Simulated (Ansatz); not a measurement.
**GeH2 (singlet): the correlation ladder at scale of all distances = 1.521, cc-pVDZ**

How much of the correlation energy of GeH2 (singlet) does each wave-function method recover here?

Computed with Ansatz 0.2.0, Gaussian basis. Level: cc-pVDZ, core rule «outside noble gas», up to 14 orbitals frozen.

Plan: UHF; CCSD(T) on RHF; CCSD(T) on UHF; BCCD(T) on RHF; CISD; CCSDT(Q) on RHF; CCSDT(Q) on UHF; CISDTQ; CCSDTQ on RHF; CASSCF and MRCISD+Q, 2 electrons in 2 orbitals; CASSCF and NEVPT2, 2 electrons in 2 orbitals; CASSCF and MRCISD+Q, 6 electrons in 6 orbitals; CASSCF and NEVPT2, 6 electrons in 6 orbitals; Full CI.

17 further runs of the same task are left out: 3 for a mislabelled method, 11 that didn't finish, 3 set aside as unsound or not needed.

### 1 What is computed

The geometry derives from a PBE0/def2-TZVP stationary point (not a proven minimum). All distances are scaled together. No spin-orbit coupling is included. The filled d shell of Ge may be among the frozen orbitals whatever the setting's name suggests; the logs give the count.

3 atoms, charge 0, spin multiplicity 1.

Atoms are counted from 1 here; the program's logs count them from 0.

No contacts short enough for the rule that draws bonds.

Coordinates:

```xyz
3
GeH2
Ge    0.0000   -0.0460    0.0000
H     0.0000    1.6588   -1.7240
H     0.0000    1.6588    1.7240
```

### 2 UHF

Contents of in.yaml:

```yaml
crystal:
  periodic: [false, false, false]
  atoms:
    - {symbol: Ge, position_ang: [0.000000, -0.046034, 0.000000]}
    - {symbol: H, position_ang: [0.000000, 1.658778, -1.724036]}
    - {symbol: H, position_ang: [0.000000, 1.658771, 1.724043]}
basis:
  gaussian: {orbitals: cc-pVDZ}
magnetization: {spin_polarized: true, initial_magnetization: 0}
hamiltonian: {xc: hf}
output: {orbitals: {seedname: orbitals}}
```

Command:

```
$ ansatz run in.yaml --threads 1 --pin off --events-out ev --progress --plain --max-ram 2393MiB
```

After this run come: CCSD(T) on RHF; CCSD(T) on UHF; BCCD(T) on RHF; CISD; CCSDT(Q) on RHF; CCSDT(Q) on UHF; CISDTQ; CCSDTQ on RHF; CASSCF and MRCISD+Q, 2 electrons in 2 orbitals; CASSCF and NEVPT2, 2 electrons in 2 orbitals; CASSCF and MRCISD+Q, 6 electrons in 6 orbitals; CASSCF and NEVPT2, 6 electrons in 6 orbitals; Full CI.

**Question.** What will the summary of the whole plan be? Wanted: FCI below the RHF energy; RMP2 from FCI; UMP2 from FCI; RCCSD from FCI; RCCSD(T) from FCI; UCCSD(T) from FCI; RCCSDT(Q) from FCI; UCCSDT(Q) from FCI; NEVPT2 pair from FCI.

**Answer**, as computed:

| quantity | value |
| --- | --- |
| FCI below the RHF energy | -3.9510 eV |
| RMP2 from FCI | +1364.1 meV |
| UMP2 from FCI | +1654.3 meV |
| RCCSD from FCI | +178.6 meV |
| RCCSD(T) from FCI | +33.7 meV |
| UCCSD(T) from FCI | +139.7 meV |
| RCCSDT(Q) from FCI | -2.4 meV |
| UCCSDT(Q) from FCI | +12.9 meV |
| NEVPT2 pair from FCI | +946.7 meV |
| NEVPT2 valence from FCI | +379.1 meV |
| MRCISD+Q valence from FCI | +2.5 meV |
| levels within 1 kcal/mol (43 meV) | RCCSD(T), BCCD(T), RCCSDT, UCCSDT, CISDTQ, RCCSDT(Q), UCCSDT(Q), RCCSDTQ, MRCISD+Q valence |
| T1 diagnostic | 0.039 |
| effectively unpaired electrons | 0.45 |

In words: RCCSD(T) lands +33.7 meV from the yardstick (0.9 % of the correlation energy). CCSD(T) misses by +33.7 meV on the restricted determinant and by +139.7 meV on the unrestricted one; the two need not hold the same state or core. RCCSDT(Q) falls below full CI, which methods that aren't variational can do. The occupations show some static correlation. Of the multireference levels listed MRCISD+Q valence comes nearest in total energy (+2.5 meV), which doesn't show that its space is the better one. These misses are within one basis, not against nature.
